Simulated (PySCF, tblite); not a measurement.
**C₅H₁₄GeN₂: geometry, infrared bands and NMR shifts**

Aim: predict the infrared bands and NMR shifts of C₅H₁₄GeN₂ (`C[C@@H]1CCC[N]([GeH3])N1`).

Programs: tblite 0.8.0 and PySCF 2.14.0, with density-fitted response routines of our own. Each step states its level of theory. These are calculated values for one molecule in the gas phase, unless marked as measured. Atoms are numbered from 0 throughout.

## 1. Starting geometry

22 atoms, charge 0, multiplicity 1; geometry from: force field or distance geometry start.

Bonds of the start (Å): C0–C1 1.52, C1–C2 1.53, C2–C3 1.52, C3–C4 1.52, C4–N5 1.48, N5–Ge6 1.89, N5–N7 1.41, N7–C1 1.47, C0–H8 1.12, C0–H9 1.11, C0–H10 1.11, C1–H11 1.12, C2–H12 1.12, C2–H13 1.11, C3–H14 1.12, C3–H15 1.11, C4–H16 1.12, C4–H17 1.11, Ge6–H18 1.54, Ge6–H19 1.55, Ge6–H20 1.56, N7–H21 1.05.

## 2. Optimising the geometry with GFN2-xTB

Job settings and geometry (Å):

```
{"job": {"kind": "relax", "xc": "GFN2-xTB", "basis": "xTB"}, "charge": 0, "multiplicity": 1}
C     -2.155800    -1.278300    -0.652000
C     -0.893800    -0.596500    -0.146700
C     -1.230800     0.716500     0.562200
C      0.032500     1.445300     0.980200
C      0.990000     1.569400    -0.191600
N      1.232600     0.282000    -0.871000
Ge     2.370000    -0.858800     0.116400
N      0.034900    -0.346100    -1.262400
H     -2.864500    -1.460500     0.189300
H     -2.667600    -0.638900    -1.407800
H     -1.919400    -2.256200    -1.115400
H     -0.427200    -1.295200     0.600400
H     -1.817300     1.377300    -0.124800
H     -1.865500     0.523600     1.451400
H      0.518100     0.887700     1.817300
H     -0.226400     2.450200     1.383500
H      0.559000     2.283700    -0.934400
H      1.951100     2.004600     0.146100
H      2.537900    -2.198100    -0.635300
H      3.763300    -0.190500     0.282300
H      1.796500    -1.144800     1.536200
H      0.271800    -1.257000    -1.724800
```

Started as:

```
OMP_NUM_THREADS=1 python probes_run.py task.json out
```

The driver reads the jobs from task.json and runs them one after another.

Log:

```text
step      E/eV     max force
  0    -696.35375    1.167
  1    -696.47338    0.558
  2    -696.52576    0.535
  3    -696.56465    0.467
  4    -696.58961    0.356
  5    -696.60650    0.415
  6    -696.61928    0.420
  7    -696.63350    0.365
  8    -696.64711    0.380
  9    -696.65953    0.375
 10    -696.66958    0.251
 11    -696.67766    0.185
 12    -696.68432    0.165
 13    -696.68862    0.158
 14    -696.69090    0.106
 15    -696.69229    0.092
 16    -696.69343    0.078
 17    -696.69460    0.091
 18    -696.69569    0.087
 19    -696.69660    0.070
 20    -696.69738    0.078
 21    -696.69810    0.067
 22    -696.69873    0.071
 23    -696.69926    0.061
 24    -696.69974    0.057
 25    -696.70031    0.068
 26    -696.70104    0.069
 27    -696.70182    0.074
 28    -696.70249    0.058
 29    -696.70305    0.052
 30    -696.70364    0.068
 31    -696.70432    0.066
 32    -696.70497    0.071
 33    -696.70549    0.056
 34    -696.70593    0.046
 35    -696.70636    0.055
 36    -696.70672    0.041
 37    -696.70696    0.029
 38    -696.70711    0.030
 39    -696.70726    0.037
 40    -696.70743    0.044
 41    -696.70760    0.034
 42    -696.70774    0.023
 43    -696.70785    0.022
 44    -696.70794    0.022
 45    -696.70802    0.021
 46    -696.70807    0.019
 47    -696.70812    0.017
 48    -696.70817    0.016
 49    -696.70822    0.017
 50    -696.70827    0.014
 51    -696.70831    0.013
 52    -696.70835    0.016
 53    -696.70839    0.019
 54    -696.70842    0.014
 55    -696.70846    0.013
 56    -696.70849    0.015
 57    -696.70853    0.016
 58    -696.70855    0.015
 59    -696.70857    0.009
```

Wall time 0.39 s (1 thread of Arm Neoverse V2, shared host).

Relaxation path: (not every step is listed)

| step | energy from step 0 (eV) | largest force (eV/Å) |
| --- | --- | --- |
| 0 | 0.0000 | 1.1675 |
| 1 | -0.1196 | 0.5577 |
| 2 | -0.1720 | 0.5348 |
| 3 | -0.2109 | 0.4667 |
| 4 | -0.2359 | 0.3558 |
| 5 | -0.2527 | 0.4147 |
| 6 | -0.2655 | 0.4204 |
| 7 | -0.2798 | 0.3650 |
| 8 | -0.2934 | 0.3805 |
| 12 | -0.3306 | 0.1645 |
| 16 | -0.3397 | 0.0780 |
| 20 | -0.3436 | 0.0781 |
| 24 | -0.3460 | 0.0567 |
| 28 | -0.3487 | 0.0577 |
| 32 | -0.3512 | 0.0709 |
| 36 | -0.3530 | 0.0413 |
| 40 | -0.3537 | 0.0440 |
| 44 | -0.3542 | 0.0221 |
| 48 | -0.3544 | 0.0157 |
| 52 | -0.3546 | 0.0159 |
| 54 | -0.3547 | 0.0144 |
| 55 | -0.3547 | 0.0128 |
| 56 | -0.3547 | 0.0146 |
| 57 | -0.3548 | 0.0162 |
| 58 | -0.3548 | 0.0152 |
| 59 | -0.3548 | 0.0094 |

Distances of close pairs at the start and the end, largest changes first:

| bond | before (Å) | after (Å) | change (Å) |
| --- | --- | --- | --- |
| Ge6–H19 | 1.554 | 1.492 | -0.062 |
| Ge6–H18 | 1.545 | 1.499 | -0.046 |
| N5–Ge6 | 1.889 | 1.844 | -0.045 |
| Ge6–H20 | 1.558 | 1.519 | -0.039 |
| N7–H21 | 1.049 | 1.019 | -0.030 |
| C4–N5 | 1.476 | 1.448 | -0.028 |
| C0–H8 | 1.115 | 1.087 | -0.028 |
| C2–H12 | 1.119 | 1.091 | -0.028 |

The next job starts from the end point, and lists it.

## 3. Vibrational analysis with GFN2-xTB

Job settings and geometry (Å):

```
{"job": {"kind": "ir", "xc": "GFN2-xTB", "basis": "xTB"}, "charge": 0, "multiplicity": 1}
C     -2.175739    -1.272019    -0.670364
C     -0.938798    -0.588596    -0.105059
C     -1.281108     0.758442     0.538573
C     -0.008004     1.462378     1.002450
C      0.980673     1.521957    -0.161678
N      1.232563     0.202056    -0.700024
Ge     2.444898    -0.883433     0.167874
N      0.006448    -0.320521    -1.181326
H     -2.908637    -1.433368     0.116021
H     -2.618774    -0.648865    -1.442778
H     -1.916875    -2.233951    -1.108109
H     -0.476043    -1.241388     0.667418
H     -1.780624     1.375974    -0.210037
H     -1.963965     0.607157     1.376859
H      0.447497     0.897664     1.823247
H     -0.235782     2.467735     1.359965
H      0.566074     2.138831    -0.965597
H      1.934883     1.948300     0.158860
H      2.523139    -2.100461    -0.703371
H      3.716951    -0.103567     0.136677
H      2.225789    -1.359225     1.593849
H      0.215024    -1.175714    -1.694300
```

Log:

```text
mode    cm-1     km/mol
  1      97.2      0.33
  2     111.0      0.21
  3     137.1      0.06
  4     192.7      0.15
  5     208.4      0.27
  6     281.5      3.85
  7     310.4      0.79
  8     327.1      2.75
  9     422.6      5.42
 10     432.5      6.63
 11     473.5     16.51
 12     492.5     76.03
 13     509.2     42.31
 14     571.1     87.74
 15     639.2     64.34
 16     763.3    358.98
 17     816.6    253.60
 18     832.8     23.74
 19     852.0     34.75
 20     855.3     71.45
 21     894.0      4.54
 22     930.7      1.33
 23     950.9      9.97
 24     969.9     23.39
 25    1009.9      7.63
 26    1015.5     21.92
 27    1084.6      0.44
 28    1117.4     10.23
 29    1132.8     23.42
 30    1146.2     13.31
 31    1167.3      9.57
 32    1187.4      9.79
 33    1210.6      1.26
 34    1253.0      3.75
 35    1292.6      2.21
 36    1317.3     17.87
 37    1322.2     18.38
 38    1333.8      2.71
 39    1342.3      1.35
 40    1384.1     17.54
 41    1406.7      3.07
 42    1455.2      1.00
 43    1471.1      0.32
 44    1482.4      1.46
 45    1490.0      2.34
 46    1496.2      2.34
 47    1825.6    346.46
 48    1998.9    357.58
 49    2075.0    453.83
 50    2715.6    130.27
 51    2928.8      3.68
 52    2939.6     93.21
 53    2949.0     59.07
 54    2973.7     54.40
 55    2980.7     56.39
 56    2990.4     54.03
 57    3026.7     39.45
 58    3039.9     33.89
 59    3046.7     24.35
 60    3298.5     16.15
```

It took 0.76 s on 1 thread of Arm Neoverse V2, shared host.

Which atoms move in the most intense modes:

| cm⁻¹ | km/mol | atoms |
| --- | --- | --- |
| 571 | 87.7 | H19 30 %, H18 27 %, H20 14 % |
| 763 | 359.0 | H18 41 %, H19 38 % |
| 817 | 253.6 | H18 37 %, H19 36 %, H20 15 % |
| 1826 | 346.5 | H20 94 % |
| 1999 | 357.6 | H18 73 %, H19 22 % |
| 2075 | 453.8 | H19 75 %, H18 23 % |
| 2716 | 130.3 | H11 94 % |
| 2940 | 93.2 | H16 65 %, H14 27 % |

## 4. Shielding tensors: PBE0/pcSseg-1

Settings changed since step 3:

```diff
@@ -1,2 +1,2 @@
-{"job": {"kind": "ir", "xc": "GFN2-xTB", "basis": "xTB"}, "charge": 0, "multiplicity": 1}
+{"job": {"kind": "nmr", "xc": "PBE0", "basis": "pcSseg-1"}, "charge": 0, "multiplicity": 1}
 C     -2.175739    -1.272019    -0.670364
```

Level: GIAO PBE0/pcSseg-1 NMR shielding, non-relativistic, gas phase.

Log:

```text
coarse grid: 78168 points
cycle   1  E = -2384.4576211856  dE =  2.491e-01  |g| = 9.206e-01  |ddm| = 4.227e+00
cycle   2  E = -2384.4293821481  dE =  2.824e-02  |g| = 9.461e-01  |ddm| = 1.135e+00
cycle   3  E = -2384.5341164731  dE = -1.047e-01  |g| = 1.431e-01  |ddm| = 7.505e-01
cycle   4  E = -2384.5374303115  dE = -3.314e-03  |g| = 6.564e-02  |ddm| = 1.871e-01
cycle   5  E = -2384.5383336244  dE = -9.033e-04  |g| = 9.454e-03  |ddm| = 7.469e-02
cycle   6  E = -2384.5383510169  dE = -1.739e-05  |g| = 3.477e-03  |ddm| = 1.229e-02
cycle   7  E = -2384.5383534704  dE = -2.454e-06  |g| = 7.992e-04  |ddm| = 3.368e-03
final grid: 166272 points
cycle   8  E = -2384.5383178575  dE = -1.009e-07  |g| = 1.063e-03  |ddm| = 3.588e-03
cycle   9  E = -2384.5383175875  dE =  2.700e-07  |g| = 1.595e-03  |ddm| = 1.985e-03
cycle  10  E = -2384.5383180757  dE = -4.882e-07  |g| = 9.078e-05  |ddm| = 1.192e-03
cycle  11  E = -2384.5383180774  dE = -1.744e-09  |g| = 3.048e-05  |ddm| = 1.272e-04
cycle  12  E = -2384.5383180776  dE = -1.728e-10  |g| = 6.796e-06  |ddm| = 3.390e-05
converged SCF energy = -2384.5383180776

GIAO shielding tensors (ppm)
atom      isotropic    diamagn.    paramagn.     s11        s22        s33       span
  0 C      164.556     246.007     -81.451    147.239    156.094    190.335     43.096
  1 C      130.189     246.117    -115.928    108.263    134.640    147.665     39.402
  2 C      148.609     247.667     -99.058    136.711    148.449    160.667     23.956
  3 C      156.690     248.643     -91.953    146.623    158.252    165.195     18.573
  4 C      132.113     243.572    -111.460    114.990    123.464    157.884     42.894
  5 N      171.907     326.502    -154.594    117.543    171.177    227.001    109.458
  6 Ge    1483.845    2756.929   -1273.084   1360.078   1409.182   1682.274    322.196
  7 N      134.379     316.837    -182.458    100.917    117.896    184.324     83.407
  8 H       30.695      28.987       1.709     26.507     28.204     37.374     10.867
  9 H       30.679      29.537       1.142     26.697     28.763     36.577      9.880
 10 H       30.801      29.717       1.084     25.994     28.763     37.646     11.651
 11 H       28.947      33.228      -4.281     25.475     29.400     31.965      6.490
 12 H       30.476      31.634      -1.157     26.481     29.595     35.352      8.872
 13 H       30.085      31.324      -1.239     25.329     28.918     36.009     10.679
 14 H       30.252      31.641      -1.389     26.687     29.362     34.707      8.020
 15 H       30.269      30.050       0.219     25.620     27.569     37.618     11.998
 16 H       28.467      29.709      -1.242     23.536     27.043     34.821     11.285
 17 H       28.650      30.466      -1.816     23.672     28.030     34.247     10.575
 18 H       27.696      30.269      -2.574     21.144     23.307     38.636     17.492
 19 H       27.582      29.564      -1.982     20.705     22.984     39.057     18.353
 20 H       26.292      29.453      -3.161     19.084     22.632     37.160     18.076
 21 H       29.082      35.400      -6.319     20.832     31.218     35.195     14.363
```

It took 50 s on 1 thread of Arm Neoverse V2, shared host; peak memory 1 GiB.

Shifts follow as δ = σ(reference) − σ, with reference shieldings (ppm) from runs at the same level and on the same kind of geometry: ¹H TMS 31.72, ¹³C TMS 186.9, ¹⁵N NH3 267.7, ⁷³Ge GeMe4 1331. The references are single molecules in the gas phase, so shifts against H2O, NH3, PH3, H3PO4 or CFCl3 are not on the usual liquid scales and can be off by tens of ppm. Atoms listed in one row are averaged.

| atoms | environment | σ (ppm) | δ (ppm) |
| --- | --- | --- | --- |
| C1 | sp3 CH bonded to N | 130.2 | 56.7 |
| C4 | sp3 CH2 bonded to N | 132.1 | 54.8 |
| C2 | sp3 CH2 in a ring | 148.6 | 38.3 |
| C3 | sp3 CH2 in a ring | 156.7 | 30.2 |
| C0 | methyl carbon | 164.6 | 22.4 |
| H18, H19, H20 | hydrogen on a germanium bonded to N | 27.19 | 4.53 |
| H16 | hydrogen on an sp3 CH2 bonded to N | 28.47 | 3.25 |
| H17 | hydrogen on an sp3 CH2 bonded to N | 28.65 | 3.07 |
| H11 | hydrogen on an sp3 CH bonded to N | 28.95 | 2.77 |
| H21 | hydrogen on a nitrogen bonded to C, N, in a 6-membered ring | 29.08 | 2.64 |
| H13 | hydrogen on an sp3 CH2 in a ring | 30.09 | 1.63 |
| H14 | hydrogen on an sp3 CH2 in a ring | 30.25 | 1.46 |
| H15 | hydrogen on an sp3 CH2 in a ring | 30.27 | 1.45 |
| H12 | hydrogen on an sp3 CH2 in a ring | 30.48 | 1.24 |
| H8, H9, H10 | hydrogen on a methyl carbon | 30.73 | 0.99 |
| N7 | nitrogen bonded to C, N, H, in a 6-membered ring | 134.4 | 133.3 |
| N5 | nitrogen bonded to C, Ge, N, in a 6-membered ring | 171.9 | 95.8 |
| Ge6 | germanium bonded to N, 3 H | 1484 | -153 |

The run also stored atomic charges by several schemes (e):

| atoms | Mulliken | IAO | Hirshfeld | ESP fit |
| --- | --- | --- | --- | --- |
| C0 | -0.19 | -0.42 | -0.12 | -0.68 |
| C1 | -0.19 | 0.00 | 0.01 | 0.54 |
| C2 | -0.15 | -0.26 | -0.08 | -0.32 |
| C3 | -0.23 | -0.27 | -0.08 | 0.07 |
| C4 | 0.04 | -0.15 | -0.04 | -0.30 |
| N5 | -0.67 | -0.38 | -0.14 | -0.22 |
| Ge6 | 0.40 | 0.55 | 0.32 | 0.28 |
| N7 | -0.24 | -0.32 | -0.12 | -0.62 |

Mayer bond orders: C0–C1 1.05, C1–C2 0.99, C2–C3 1.04, C3–C4 1.02, C4–N5 0.94, N5–Ge6 0.84, N5–N7 0.98, N7–C1 0.93.

Ring of atoms C1, C2, C3, C4, N5, N7: NICS(0) -2.2, NICS(1) -2.1, NICS(1)zz 1.9 ppm (means of both faces).

## 5. What came out

| quantity | value |
| --- | --- |
| strongest single infrared mode (GFN2-xTB) | 2075 cm⁻¹, 454 km/mol |
| zero-point energy (GFN2-xTB) | 114.3 kcal/mol |
| ¹³C shifts against TMS (PBE0/pcSseg-1) | 56.7, 54.8, 38.3, 30.2, 22.4 ppm |
| ¹H shifts against TMS (PBE0/pcSseg-1, means over atoms taken as alike) | 4.53, 3.25, 3.07, 2.77, 2.64, 1.63, 1.46, 1.45, 1.24, 0.99 ppm |
| ¹⁵N shifts against NH3 (PBE0/pcSseg-1) | 133.3, 95.8 ppm |
| ⁷³Ge shifts against GeMe4 (PBE0/pcSseg-1) | -153 ppm |

The optimisation took 59 steps and gained 0.355 eV; among the close pairs (by a distance rule), Ge6–H19 changed most, from 1.554 to 1.492 Å. All 60 modes are real, so the xTB geometry is a minimum. The strongest single mode, at 2075 cm⁻¹, moves mainly H19. Unscaled tight-binding wavenumbers are off by several per cent, some by more. Its intensities can rank the bands wrongly. The most deshielded carbon is C1 (sp3 CH bonded to N), at 56.7 ppm: pulled downfield by the heteroatom. At PBE0/pcSseg-1: The widest tensor belongs to Ge6: span 322 ppm, with a paramagnetic part of -1273 ppm. Spin-orbit coupling is left out, which matters for shieldings and couplings at and beside the heavy atoms.
